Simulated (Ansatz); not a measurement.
# RbLuSe2: the cost of one run

Program: Ansatz 0.2.0. Level of theory: DFT PBEsol, scalar-relativistic. These are calculated values, not measurements.

**1. The structure to begin with**

The structure is trigonal, space group R-3m (No. 166). Conventional cell: a = 4.129 Å, b = 4.129 Å, c = 23.614 Å, α = 90.00°, β = 90.00°, γ = 120.00°. Around Rb (site symmetry -3m) lie 6 Se at 3.38 Å. Around Lu (site symmetry -3m) lie 6 Se at 2.84 Å. Se (site symmetry 3m) is surrounded by 3 Lu at 2.84 Å and 3 Rb at 3.38 Å.

Coordinates:

```
CELL_PARAMETERS angstrom
2.06470 1.19206 7.87133
-2.06470 1.19206 7.87133
0.00000 -2.38411 7.87133
ATOMIC_POSITIONS crystal
Rb 0.00000 0.00000 0.00000
Lu 0.50000 0.50000 0.50000
Se 0.23179 0.23179 0.23179
Se 0.76821 0.76821 0.76821
```

Atoms are numbered in the order of the input: Rb1, Lu2, Se3, Se4.

**2. Volume × 0.94, LAPW**

Input file input.yaml:

```yaml
crystal:
  lattice:
    - [2.022552435, 1.1677211928, 7.7106455251]
    - [-2.022552435, 1.1677211928, 7.7106455251]
    - [0.0, -2.3354423856, 7.7106455251]
  atoms:
    - { symbol: Rb, position: [0.0, 0.0, 0.0] }
    - { symbol: Lu, position: [0.5, 0.5, 0.5] }
    - { symbol: Se, position: [0.23179, 0.23179, 0.23179] }
    - { symbol: Se, position: [0.76821, 0.76821, 0.76821] }
kpoints:
  mp_grid: { grid: [7, 7, 7] }
  band_path:
    path:
      - [0.0, 0.0, 0.0]
      - [0.5, 0.5, 0.5]
      - [0.8180434001, 0.1819565999, 0.5]
      - [0.5, -0.1819565999, 0.1819565999]
      - [0.5, 0.0, 0.0]
      - [0.0, 0.0, 0.0]
      - [0.3409783, -0.3409783, 0.0]
      - [0.6590217, 0.0, 0.3409783]
      - [0.5, 0.0, 0.5]
    npoints: 5
scf:
  occupations: { method: fermi_dirac, width: 0.03 }
hamiltonian:
  xc: pbesol
  pseudopotentials: { kind: all_electron, lapw: { basis_error: 0.001 } }
output:
  forces: true
  stress: true
  eigenvalues: true
```

Launch:

```sh
$ ansatz run input.yaml --threads 1 --pin off --max-ram 4096MiB --backend cpu --events-out ev --progress --plain --runs-dir out
```

What time and memory should one allow on 1 thread of Intel Xeon 6975P-C (Granite Rapids), shared host?

About 49 s, with a peak of 0.77 GiB.
